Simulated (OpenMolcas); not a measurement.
# V⁴⁺ in Cs2ZrCl6: CASSCF and CASPT2 levels and susceptibility

Which state of V⁴⁺ lies lowest among these ligands, how large is the field, and what χT follows?

Program: OpenMolcas 26.06. Level of theory: state-averaged CASSCF and CASPT2, spin-orbit coupling by RASSI with atomic mean-field integrals. These are calculated values, not measurements, unless marked.

**1. What is computed**

```
Species                           : V⁴⁺ (vanadium, Z = 23, 19 electrons)
Basis                             : ANO-RCC-VTZP [6s5p3d2f1g], 167 functions with the ligands
Scalar Hamiltonian                : DKH2, point nucleus
Inactive shells                   : 1s 2s 2p 3s 3p of the metal, and all ligand shells
Active space                      : 1 electron in 5 orbitals (3d)
Some configurations of this space : 3d
Orbitals                          : optimised for each spin and parity, averaged over all roots
```

The outer shells:

3d
```
3d [↑ ][  ][  ][  ][  ]
```

V⁴⁺ is taken with its 6 nearest chloride ions at 2.34 Å, on the cation site of Cs2ZrCl6 (a = 10.407 Å). The rest of the host is ab initio model potentials to 7.6 Å and point charges beyond; the distance is set by hand, nothing relaxes, and no local charge compensation is placed. Ligand basis ANO-RCC-VDZP.

```xyz
15

V     0.0000    0.0000    0.0000
Cl    2.3400    0.0000    0.0000
Cl    0.0000    2.3400    0.0000
Cl   -2.3400    0.0000    0.0000
Cl    0.0000   -2.3400    0.0000
Cl    0.0000    0.0000    2.3400
Cl    0.0000    0.0000   -2.3400
Cs    2.6018   -2.6018   -2.6018
Cs   -2.6018    2.6018    2.6018
Cs    2.6018   -2.6018    2.6018
Cs   -2.6018    2.6018   -2.6018
Cs    2.6018    2.6018   -2.6018
Cs   -2.6018   -2.6018    2.6018
Cs    2.6018    2.6018    2.6018
Cs   -2.6018   -2.6018   -2.6018
```

The work runs as a chain of OpenMolcas steps in one folder; each step below is one input file. Labels, J, g values, rates, χT and fits are worked out afterwards by a script from the matrices that RASSI stores.

**2. GATEWAY and SEWARD: basis and integrals**

Contents of a.inp:

```
&GATEWAY
Basis set
V.ANO-RCC-VTZP.
V1 0.0 0.0 0.0 Angstrom
End of basis
Basis set
Cl.ANO-RCC-VDZP.
L1 2.340000 0.000000 0.000000 Angstrom
L2 0.000000 2.340000 0.000000 Angstrom
L3 0.000000 0.000000 2.340000 Angstrom
End of basis
Basis set
Cs.EMB-AIMP.Seijo.0s.0s.ECP.Cs2ZrCl6.
PseudoCharge
* 4 symmetry-unique lattice sites within 7.6 angstrom
End of basis
Basis set
Cl.EMB-AIMP.Seijo.0s.0s.ECP.Cs2ZrCl6.
PseudoCharge
* 12 symmetry-unique lattice sites within 7.6 angstrom
End of basis
Basis set
Zr.EMB-AIMP.Seijo.0s.0s.ECP.Cs2ZrCl6.
PseudoCharge
* 6 symmetry-unique lattice sites within 7.6 angstrom
End of basis
Symmetry
XYZ
AngMom=0.0 0.0 0.0
AMFI
RICD
XField
1385 Angstrom 0
* Evjen-weighted lattice charges
&SEWARD
```

The run is started by

```console
OMP_NUM_THREADS=1 MOLCAS_MEM=2457 MOLCAS_PROJECT=a pymolcas a.inp > a.log
```

**3. Reference wave functions, doublets, 5 roots**

Contents of a.inp:

```
&RASSCF
FileOrb=start.orb
Symmetry=1
Spin=2
nActEl=1 0 0
Inactive=30 33
Ras2=5 0
CIRoot=5 5 1
SDav=5
CIMx=300
Iter=150 100
PrWF=0.3
OrbListing=Nothing
MaxOrb=0
LevShft=1.0
>>> COPY $Project.JobIph JOB001
```

start.orb holds start orbitals that the driver prepared beforehand, or those of the step before.

**4. State interaction with spin-orbit coupling**

Contents of a.inp:

```
&RASSI
NrOfJobIphs=1 5
1 2 3 4 5
IphNames
JOB001
EJob
SpinOrbit
DIPRint=1.0
SOCoupling=1000.0
Subsets=2
Property=9
'ANGMOM' 1 'ANGMOM' 2 'ANGMOM' 3 'MLTPL  1' 1 'MLTPL  1' 2 'MLTPL  1' 3
'AMFI' 1 'AMFI' 2 'AMFI' 3
SOProperty=3
'ANGMOM' 1 'ANGMOM' 2 'ANGMOM' 3
```

**5. CASPT2: IPEA 0.25, imaginary shift 0.1 (closed shells correlated: 3s 3p of the metal, with ligand shells; the Frozen line counts the rest)**

Contents of a.inp:

```
>>> COPY JOB001 $Project.JobIph
&CASPT2
Multistate=5 1 2 3 4 5
NoMult
Frozen=17 18
IPEA=0.25
Imaginary=0.1
MaxIter=60
WThr=0.0 0.3 0.05
PrWF=0.5
NoMix
```

**6. CASPT2: IPEA 0.25, sigma2 regulariser 0.3 (closed shells correlated: 3s 3p of the metal, with ligand shells; the Frozen line counts the rest)**

Changes to a.inp since step 5:

```diff
@@ -6,3 +6,3 @@
 IPEA=0.25
-Imaginary=0.1
+Sig2=0.3
 MaxIter=60
```

(Steps that only read results are left out.)

What does the calculation give? Wanted: spin-free ground state; first state of the same spin within the active space; lowest level; next level.

**Answer**, as computed:

```
                                            quantity                                                                                                                                          value
                                              method  SS-CASPT2, IPEA 0.25, imaginary shift 0.1 (closed shells correlated: 3s 3p of the metal, with ligand shells; the Frozen line counts the rest)
                              spin-free ground state                                                                                                                2T2, 3-fold in its orbital part
first state of the same spin within the active space                                                                                                                               2E at 22300 cm⁻¹
                                        lowest level                                                                                                                                      4-fold Γ8
                                          next level                                                                                                                                     329.1 cm⁻¹
                                         χT at 300 K                                                                                                                                 0.37 cm³ K/mol
                           effective moment at 300 K                                                                                                                                        1.72 μB
```

Cost by method:

```csv
method,time of its own steps,time with the reference
A. CASSCF,29 s,29 s
"B. SS-CASPT2, IPEA 0.25, imaginary shift 0.1, +3s 3p",40 s,69 s
"C. SS-CASPT2, IPEA 0.25, sigma2 regulariser 0.3, +3s 3p",41 s,70 s
```

Times are of one thread on a shared host.

In words: The spin-free ground state (2T2) is 3-fold and keeps the highest spin of the shell. χT at 300 K is 0.37, against 0.38 cm³ K/mol for the spin alone; near agreement at one temperature doesn't show that the orbital moment is quenched. A ligand-field fit to the states below 45000 cm-1 gives 10Dq = 22347 cm-1, the gap between the two states. CASPT2 does not keep the components of a term degenerate, and the means are used. The bonds are covalent and no ligand orbital is active, so the numbers are rough.
